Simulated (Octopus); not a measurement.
Crystal: AlIn.

```
Al In
1.0
     3.05413    0.00000    0.00000
    -1.52707    2.64496    0.00000
     0.00000    0.00000    5.82802
Al In
1 1
Cartesian
  0.0000 0.0000 0.0000
  0.0000 0.0000 2.9140
```

The cell was built by a generator and needn't be a form met in nature.

* Program: Octopus 16.4
* Task: single point
* Functional: PBE
* Potentials or basis: pseudodojo_pbe (PseudoDojo 0.5, PBE)
* Grid spacing: 0.133 × 0.133 × 0.136 Å
* k mesh: 10 × 10 × 5
* Occupations: fermi-dirac, width 0.05 eV
* Spin: no spin polarisation

On this cell: largest force under 0.003 eV/Å; band gap on the k mesh none (metal or under the smearing width).

The same run follows on a disturbed copy (atoms moved at random, drawn with an rms of 0.05 Å):

```xyz
2
Lattice="3.0541 0.0000 0.0000 -1.5271 2.6450 0.0000 0.0000 0.0000 5.8280" Properties=species:S:1:pos:R:3 pbc="T T T"
Al   -0.0023    0.0495    0.0291
In    0.0348    0.0049    2.9541
```

Task: What does the disturbed cell give?

Result: The energy (extrapolated to zero smearing) moves by +0.1 meV/atom; largest force 0.034 eV/Å; band gap on the k mesh none (metal or under the smearing width).

Forces on the atoms (eV/Å):
```
Al  -0.001  0.002  0.034
In   0.001 -0.002 -0.034
```
